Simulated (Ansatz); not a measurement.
# AsO radical: small, medium and large basis sets

Aim: see how fast density functionals converge with the basis set for AsO radical.

Computed with Ansatz 0.2.0, Gaussian basis. Level: one geometry, several basis sets.

Levels to be run: PBE0-D4/def2-SVP; ωB97M-V/def2-SVP; PBE0-D4/def2-QZVPP; ωB97M-V/def2-QZVPP; the functionals' def2-TZVPP values are taken from earlier runs.

**1. The relaxed structure**

The geometry comes from an earlier relaxation with PBE0-D4 in a triple-zeta def2 set; it is a stationary point.

2 atoms, charge 0, spin multiplicity 2.

Atoms are counted from 1 here; the program's logs count them from 0.

Bond lengths: O1–As2 1.615 Å.

**2. PBE0-D4 in def2-SVP**

File in.yaml:

```yaml
crystal:
  periodic: [false, false, false]
  atoms:
    - {symbol: O, position_ang: [-0.685856, 0.247927, -0.346814]}
    - {symbol: As, position_ang: [0.685856, -0.247927, 0.346814]}
basis:
  gaussian: {orbitals: def2-SVP}
magnetization: {spin_polarized: true, initial_magnetization: 1}
hamiltonian: {xc: pbe0, dispersion: d4}
output: {orbitals: {seedname: orbitals}}
```

Launch:

```console
$ ansatz run in.yaml --threads 2 --pin off --events-out ev --progress --plain --max-ram 32768MiB --backend cpu
```

After this run come: ωB97M-V in def2-SVP; PBE0-D4 in def2-QZVPP; ωB97M-V in def2-QZVPP.

Before running them: what should the planned runs give, taken together? Wanted: PBE0-D4: double and triple zeta above quadruple; ωB97M-V: double and triple zeta above quadruple.

The runs gave:

| quantity | value |
| --- | --- |
| PBE0-D4: double and triple zeta above quadruple | 11.69, 1.46 eV |
| ωB97M-V: double and triple zeta above quadruple | 11.68, 1.42 eV |

**Reading.** For PBE0-D4 the step from double to triple zeta gains 10.23 eV and the next only 1.46 eV. These are total energies; as a rule much of such shifts cancels in differences, which this series doesn't test.
